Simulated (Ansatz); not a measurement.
Hf₂Al₃Ag, space group R-3m, a breakdown of dispersion, smearing and cutoff terms

Computed with Ansatz 0.2.0 through its Python package.

Input file `hf2al3ag.xyz`:
```text
6
Lattice="2.65846693 1.5348666 4.24574263 -2.65846693 1.5348666 4.24574263 0.0 -3.0697332 4.24574263" Properties=species:S:1:pos:R:3 pbc="T T T"
Hf   -0.00000000    0.00000000    7.94094360
Hf    0.00000000    0.00000000    4.79628430
Al   -1.32923347    0.76743330    2.12287132
Al    1.32923347    0.76743330    2.12287132
Al    0.00000000   -1.53486660    2.12287132
Ag    0.00000000    0.00000000    0.00000000
```

`terms_hf2al3ag.py`:
```python
"""Taking single terms out of the free energy of Hf2Al3Ag."""

import warnings

import ansatz as az

warnings.simplefilter("ignore", az.DeckWarning)

crystal = az.Crystal.from_extxyz("hf2al3ag.xyz")

calc = (
    crystal.calculation()
    .kpoints(length=22)
    .occupations("cold", width=0.05)
    .mixing("msr1", beta=0.7)
    .eigensolver("davidson")
    .scf(extra_bands=12)
)
with_term = calc.functional("pbesol", dispersion="d3bjatm").basis(420).cutoff_correction(670).run(threads=1, backend="cpu").report
without = calc.functional("pbesol").basis(420).run(threads=1, backend="cpu").report
finer = calc.functional("pbesol").basis(670).run(threads=1, backend="cpu").report
removed = az.free_energy_without(with_term, az.EnergyTerm.DISPERSION)
print(f"dispersion term            {with_term['components']['e_disp']:.5f} eV")
print(f"F less dispersion          {removed:.5f} eV, run without it {without['free_energy_ev']:.5f} eV")
print(f"F less smearing term       {az.free_energy_without(without, az.EnergyTerm.SMEARING):.5f} eV")
print(f"estimated gain to 670 eV   {with_term['cutoff_correction']['energy_ev']:.5f} eV, found {finer['free_energy_ev'] - without['free_energy_ev']:.5f} eV")
```

```console
$ python terms_hf2al3ag.py
dispersion term            -2.47592 eV
F less dispersion          -40294.29254 eV, run without it -40294.29254 eV
F less smearing term       -40294.29358 eV
estimated gain to 670 eV   -0.00530 eV, found -0.00526 eV
```

Reading the output:
- The settings weren't tested for convergence.
- The run is spin-unpolarised.
- Dispersion corrections can be off by several per cent in the lattices of metals, and by several GPa in the pressure at a fixed cell.
- The mesh is modest for a metal, so energies can be off by several to tens of meV an atom and pressures by half a GPa or more; differences at equal mesh fare better.
- Spin-orbit coupling, which matters for elements this heavy, is left out.
- This cell is a computed structure, which may not be the phase found in nature.
- Hardware and time: 28 s on 1 thread of Arm Neoverse V1 (shared host), peak memory 0.47 GiB.
